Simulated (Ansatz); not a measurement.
**Ti3C2: response to biaxial strain in the a-b plane**

Aim: apply biaxial strain in the a-b plane to Ti3C2 from -4 to +4 %, where the length and tilt of c and the atoms relax, and follow energy, stress and any gap.

Computed with Ansatz 0.2.0 (DFT PBEsol, scalar-relativistic, plane waves, PAW, unless a step's input says otherwise).

2 further runs of the same task are left out: 2 set aside as unsound or not needed.

## Step 1: The structure to begin with

The structure is hexagonal, space group P6_3/mmc (No. 194). Conventional cell: a = 3.042 Å, b = 3.042 Å, c = 14.985 Å, α = 90.00°, β = 90.00°, γ = 120.00°. Ti (site symmetry 3m) is surrounded by 3 C at 2.05 Å. Ti (site symmetry -3m) has 6 C at 2.18 Å in its first shell of neighbours. Around C (site symmetry 3m) lie 6 Ti at 2.05 to 2.18 Å.

Structure file:

```
Ti C
1.0
     3.04209    0.00000    0.00000
    -1.52104    2.63453    0.00000
     0.00000    0.00000   14.98465
Ti C
6 4
Cartesian
  0.0000 1.7564 12.6439
  1.5210 0.8782 5.1516
  1.5210 0.8782 2.3407
  0.0000 1.7564 9.8331
  0.0000 0.0000 0.0000
  0.0000 0.0000 7.4923
  1.5210 0.8782 13.7017
  0.0000 1.7564 6.2094
  1.5210 0.8782 8.7753
  0.0000 1.7564 1.2830
```

It goes back to an entry of the Materials Project, which need not be the stable form.

It is the result of an earlier relaxation at this level (volume 12.01 Å³/atom; gap on the mesh: none (metal)).

The unstrained cell comes from an earlier run at this level (10 atoms, E(σ→0) -15837.8258 eV, gap none (metal)).

## Step 2: The cell strained by -2.0 %

Input file input.yaml:

```yaml
crystal:
  lattice:
    - [2.9812481359, 0.0, 0.0]
    - [-1.490624068, 2.5818366207, 0.0]
    - [0.0, 0.0, 15.1644651841]
  atoms:
    - { symbol: Ti, position: [0.3333333333, 0.6666666667, 0.8437914628] }
    - { symbol: Ti, position: [0.6666666667, 0.3333333333, 0.3437914628] }
    - { symbol: Ti, position: [0.6666666667, 0.3333333333, 0.1562085372] }
    - { symbol: Ti, position: [0.3333333333, 0.6666666667, 0.6562085372] }
    - { symbol: Ti, position: [0.0, 0.0, 0.0] }
    - { symbol: Ti, position: [0.0, 0.0, 0.5] }
    - { symbol: C, position: [0.6666666667, 0.3333333333, 0.9143810498] }
    - { symbol: C, position: [0.3333333333, 0.6666666667, 0.4143810498] }
    - { symbol: C, position: [0.6666666667, 0.3333333333, 0.5856189502] }
    - { symbol: C, position: [0.3333333333, 0.6666666667, 0.0856189502] }
basis:
  ecutwfc: 420
kpoints:
  mp_grid: { grid: [12, 12, 4] }
hamiltonian:
  xc: pbesol
scf:
  occupations: { method: gaussian, width: 0.1 }
output:
  forces: true
  stress: true
  eigenvalues: true
relax:
  adjacent_minimum: "off"
  f_tol: 0.008
  max_steps: 40
  cell: { stress_tol: 0.015, fix: [a, b, gamma] }
```

Started as:

```sh
ansatz run input.yaml --threads 2 --pin off --max-ram 5120MiB --backend cpu --events-out ev --progress --plain --runs-dir out
```

Further runs follow: At +2.0 %; At -4.0 %; At +4.0 %.

**Question.** What will these runs give? Wanted: (1/V) d²E/dε² at zero strain, cubic fit; strain of the free axis c per applied strain.

As calculated:

| quantity | value |
| --- | --- |
| largest energy cost | 56.2 meV/atom at -4.0 % |
| (1/V) d²E/dε² at zero strain, cubic fit | 882 GPa |
| strain of the free axis c per applied strain | -0.28 |

In words: From the curvature follows twice the biaxial modulus: 882 GPa. Compression by 4 % costs 56.2 meV/atom and stretching 49.7. The free axis c moves against the applied strain (factor -0.28).
